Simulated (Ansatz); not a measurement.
Consider an atomisation energy of CH4OSe, SMILES OC[SeH] (Ansatz's Python interface).

Contents of `ch4ose.xyz`:
```text
7

O    -1.15510    0.41920   -0.78530
C    -0.16240    0.31020    0.11990
Se    1.14810   -0.90770   -0.60350
H    -1.60870   -0.39390   -0.81960
H    -0.54290   -0.07970    1.07240
H     0.31470    1.31690    0.29460
H     2.06760   -0.73310    0.67590
```

The script, `tae.py`:
```python
'''Energy to split CH4OSe into its atoms.'''

from collections import Counter

import ansatz as az


def single_point(molecule, charge=0, unpaired=0):
    calc = molecule.calculation().basis(gaussian='def2-SVPD').functional('pbe0')
    if charge:
        calc = calc.charge(charge)
    if unpaired:
        calc = calc.spin('collinear', total=unpaired)
    return calc.run().report['free_energy_ev']


def main() -> None:
    geometry = az.Crystal.molecule_from_extxyz('ch4ose.xyz')

    # unpaired electrons of the ground-state atoms
    unpaired = {'O': 2, 'C': 2, 'Se': 2, 'H': 1}
    counts = Counter(site.symbol for site in geometry.cartesian_sites)
    atom_energy = {s: single_point(az.Crystal.molecule().atom(s, (0, 0, 0)), 0, unpaired[s]) for s in counts}
    whole = single_point(geometry, 0, 0)
    for s, e in atom_energy.items():
        print(f'{s:2s} x{counts[s]}  {e:14.5f} eV')
    print(f'CH4OSe: {whole:.5f} eV')
    split = sum(counts[s] * e for s, e in atom_energy.items()) - whole
    print(f'atomisation energy (no zero-point term): {23.060548 * split:.1f} kcal/mol, {split / sum(counts.values()):.3f} eV an atom')


if __name__ == '__main__':
    main()
```

What does it cost to take this molecule apart into atoms?

548.3 kcal/mol from the electronic energies, without the zero-point term.

The run itself:

```console
$ python tae.py
O  x1     -2039.00188 eV
C  x1     -1027.54175 eV
Se x1    -65332.19218 eV
H  x4       -13.61361 eV
CH4OSe: -68476.96711 eV
atomisation energy (no zero-point term): 548.3 kcal/mol, 3.397 eV an atom
```

Caveats:
- These settings explore the input space; basis and method may be short of convergence.
- The geometry is a force-field or estimated start, not a minimum of this method, and the basis set is short of its limit. All parts are taken at fixed geometry, without zero-point energy.
- The spin-orbit lowering of heavy atoms is left out.
- Finished in 5 s on 1 thread of Arm Neoverse V1, on a shared host, peak memory 0.29 GiB.

(Lines on the test bed's own set-up are left out of the output.)
